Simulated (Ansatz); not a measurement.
# C₂HAlSe (SMILES [SeH][Al]1[C]#[C]1): one structure at several levels

One table from this session's results is given with a row withheld; the runs are named, their logs left out.

The runs use Ansatz 0.2.0, Gaussian basis; single points in def2-TZVPP.

Correlated methods freeze the cores. Filled d shells of the heavier atoms are correlated.

### The system as given

SMILES `[SeH][Al]1[C]#[C]1`, 5 atoms, charge 0, spin multiplicity 1.

Atoms are counted from 1 here; the program's logs count them from 0.

Bond lengths: Se1–Al2 2.351 Å, Se1–H5 1.464 Å, Al2–C3 1.880 Å, Al2–C4 1.878 Å, C3–C4 1.417 Å. Angles: Al2–Se1–H5 84.6°, Se1–Al2–C3 160.7°, Se1–Al2–C4 154.8°, C3–Al2–C4 44.3°, Al2–C3–C4 67.8°, Al2–C4–C3 67.9°.

Geometry (Å):

```xyz
5
charge 0, multiplicity 1
Se   -1.4758    1.5721    0.0596
Al    0.0383   -0.2166    0.2426
C     1.5502   -1.2175    0.7391
C     0.5853   -2.0043    0.0635
H    -0.7488    1.8800   -1.1733
```

The first run:

The input, run/in.yaml:

```yaml
crystal:
  periodic: [false, false, false]
  atoms:
    - {symbol: Se, position_ang: [-1.475800, 1.572100, 0.059600]}
    - {symbol: Al, position_ang: [0.038300, -0.216600, 0.242600]}
    - {symbol: C, position_ang: [1.550200, -1.217500, 0.739100]}
    - {symbol: C, position_ang: [0.585300, -2.004300, 0.063500]}
    - {symbol: H, position_ang: [-0.748800, 1.880000, -1.173300]}
basis:
  gaussian: {orbitals: def2-TZVPP}
correlation: {method: ccsd_t}
output: {forces: true}
```

No record of the launch command was kept for these runs.

Steps of the session up to this table: CCSD(T)/def2-TZVPP; PBE0-D4/def2-TZVPP; wB97M-V/def2-TZVPP; r2SCAN-D4/def2-TZVPP; PBE-D4/def2-TZVPP; BHLYP-D4/def2-TZVPP; SPW92/def2-TZVPP.

One table of the session follows, with a row left open; its other results are not shown here.

```
   method  RMS force component (eV/Å)  angle to CCSD(T) forces (°)  dipole (D)
  CCSD(T)                       2.151                    reference        3.96
  PBE0-D4                       2.542                          2.8        4.09
  wB97M-V                           ?                            ?           ?
r2SCAN-D4                       2.422                          2.7        4.03
   PBE-D4                       2.198                          4.0        4.00
 BHLYP-D4                       2.908                          3.9        4.16
    SPW92                       2.430                          4.8        3.98
```

Q: Estimate the row for wB97M-V from the others.

The run gave: RMS force component (eV/Å): 2.686; angle to CCSD(T) forces (°): 2.1; dipole (D): 4.05. In the column «RMS force component (eV/Å)» it lies between PBE0-D4 (2.542) and BHLYP-D4 (2.908).

Caveats from the session: CCSD(T) in triple zeta still lacks some correlation energy of the bonds, so part of these gaps is its own basis error and they don't rank the functionals.
